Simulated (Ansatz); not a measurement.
Geometry optimisation, DFT PBE, scalar-relativistic, plane waves, PAW in Ansatz 0.2.0.

Input:

```yaml
accuracy: low
crystal:
  lattice:
    - [6.407, 0.0, 0.0]
    - [-4.80525, 8.322937, 0.0]
    - [0.0, 0.0, 5.2015]
  atoms:
    - { symbol: Mg, position: [0.1666667, 0.2222222, 0.25] }
    - { symbol: Mg, position: [0.3333333, 0.1111111, 0.75] }
    - { symbol: Mg, position: [0.1666667, 0.5555556, 0.25] }
    - { symbol: Mg, position: [0.3333333, 0.4444444, 0.75] }
    - { symbol: Mg, position: [0.1666667, 0.8888889, 0.25] }
    - { symbol: Mg, position: [0.3333333, 0.7777778, 0.75] }
    - { symbol: Mg, position: [0.6666667, 0.2222222, 0.25] }
    - { symbol: Mg, position: [0.8333333, 0.1111111, 0.75] }
    - { symbol: Mg, position: [0.6666667, 0.5555556, 0.25] }
    - { symbol: Mg, position: [0.8333333, 0.4444444, 0.75] }
    - { symbol: Mg, position: [0.6666667, 0.8888889, 0.25] }
    - { symbol: Mg, position: [0.8333333, 0.7777778, 0.75] }
    - { symbol: B, position: [0.0066947, 0.664114, 0.4934019] }
basis:
  ecutwfc: 420.0
kpoints:
  mp_grid: { grid: [2, 2, 2] }
hamiltonian:
  xc: pbe
scf:
  occupations: { method: fermi_dirac, width: 0.1 }
  lower_state_search: "off"
relax:
  f_tol: 0.08
  max_steps: 25
  adjacent_minimum: "off"
```

Run as:

```bash
$ ansatz run input.yaml --threads 1 --pin off --max-ram 3072MiB --backend cpu --events-out ev --progress --plain --runs-dir out
```

Task: Where does it end, and by what steps?

Result: The run converged. The threshold is loose, so the end isn't yet a minimum. Limits of this set-up: coarse k mesh, odd electron count without spin, low accuracy level. After 3 steps the energy has fallen by 0.138 eV; Mg4 moved furthest, 0.11 Å.

| step | energy less start (eV) | largest force component (eV/Å) | accepted |
| --- | --- | --- | --- |
| 0 | 0.0000 | 0.504 | yes |
| 1 | -0.1308 | 0.239 | yes |
| 2 | -0.1375 | 0.086 | yes |
| 3 | -0.1382 | 0.026 | yes |

```xyz
13
Lattice="6.4070 0.0000 0.0000 -4.8053 8.3229 0.0000 0.0000 0.0000 5.2015" Properties=species:S:1:pos:R:3
Mg -0.011 1.823 1.304
Mg 1.608 0.971 3.913
Mg -1.571 4.587 1.275
Mg 0.026 3.607 3.962
Mg -3.207 7.450 1.284
Mg -1.598 6.531 3.942
Mg 3.206 1.801 1.287
Mg 4.827 0.948 3.898
Mg 1.607 4.564 1.252
Mg 3.213 3.646 3.909
Mg -0.021 7.486 1.234
Mg 1.581 6.504 3.919
B -3.198 5.548 2.596
```

Run time: 41 s on 1 thread of Arm Neoverse N1, on a shared host, peak memory 0.5 GiB.
